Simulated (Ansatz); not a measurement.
# H2InO with multiplicity 2: a nudged elastic band in two tries

Aim: a band of images between two relaxed ends for this system. SMILES of the start: [O][InH2].

Program: Ansatz 0.2.0. Level of theory: UKS PBE0/def2-SVP. These are calculated values, not measurements.

## (1) The starting structure

Bond lengths: O1–In2 2.024 Å, In2–H3 1.715 Å, In2–H4 1.715 Å. Angles: O1–In2–H3 113.2°, O1–In2–H4 113.2°, H3–In2–H4 133.6°.

Structure file:

```xyz
4

O    -1.7928   -0.4112   -0.1616
In    0.1777    0.0208    0.0091
H     1.0702   -1.2019    0.8154
H     0.6004    1.5320   -0.6832
```

## (2) First try

input.yaml

```yaml
crystal:
  periodic: [false, false, false]
  atoms:
    - { symbol: O, position_ang: [-1.792817, -0.411162, -0.161556] }
    - { symbol: In, position_ang: [0.177659, 0.0208, 0.00912] }
    - { symbol: H, position_ang: [1.070225, -1.201911, 0.815357] }
    - { symbol: H, position_ang: [0.600433, 1.531973, -0.683221] }
magnetization:
  spin_polarized: true
  initial_magnetization: 1
basis:
  gaussian: { orbitals: def2-SVP }
hamiltonian:
  xc: pbe0
neb:
  order_check: false
  images: 7
  f_tol: 0.03
  max_iterations: 8
  final_atoms:
    - { symbol: O, position: [-0.86696266, 0.48198529, -0.43572389] }
    - { symbol: In, position: [0.92670207, -0.14856541, 0.24414635] }
    - { symbol: H, position: [0.84533728, -1.73460464, 1.04477334] }
    - { symbol: H, position: [-0.84957668, 1.34088476, -0.8734958] }
  initial_path: idpp
```

On the command line:

```
ansatz run input.yaml --threads 1 --pin off --max-ram 2048MiB --backend cpu --events-out ev --progress --plain --runs-dir out
```

Before running it: what results should come out? Wanted: first try.

The runs gave:

| quantity | value |
| --- | --- |
| first try | refused |
| cause | the second end is typed under the key for fractional positions, which a molecule without a cell can't use |

The fault in the first input was caught at the input check and cost nothing.
